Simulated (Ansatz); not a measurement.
Runs of Ansatz 0.2.0 on Sc3Te. The structure is cubic, space group Fm-3m (No. 225). Conventional cell: a = 7.139 Å, b = 7.139 Å, c = 7.139 Å, α = 90.00°, β = 90.00°, γ = 90.00°. Sc (site symmetry -43m) is surrounded by 4 Sc at 3.09 Å and 4 Te at 3.09 Å. Sc (site symmetry m-3m) has 8 Sc at 3.09 Å as nearest neighbours. Around Te (site symmetry m-3m) lie 8 Sc at 3.09 Å. The cell was built by a generator and needn't be a form met in nature.

```csv
task,level,cell,target pressure (GPa),gap on the mesh (eV),pressure (GPa),relaxed volume (Å³/atom)
single point,PBE,strained by +4 %,-,none,-1.9,-
relaxation of cell and atoms,PBE,relaxed to 30 GPa,30,none,30.0,-
relaxation of cell and atoms,PBE,relaxed,-,none,0.0,(a)
relaxation of cell and atoms,PBE+D3(BJ),relaxed,-,none,0.0,21.37
relaxation of cell and atoms,PBE,relaxed to 20 GPa,20,none,20.0,-
```

Alike in all rows: potentials or basis Ansatz PAW; no spin polarisation; k mesh 5 × 5 × 5; cutoff (eV) 420; smearing fermi-dirac 0.05 eV.

Estimate the missing entries.

(a) 22.67.

Caveats: the plane-wave basis is chosen anew once the cell has moved, so the energies of steps on either side of that aren't comparable (some runs); the volume moved by over 15 % at a fixed basis, so the end points are rough (some runs); pairwise dispersion overbinds metals, which lowers pressure and volume (some runs).

A k mesh can miss the band edges, and the runs leave out spin-orbit coupling on Te.

A gap of «none» marks a metal or a gap under the smearing width.
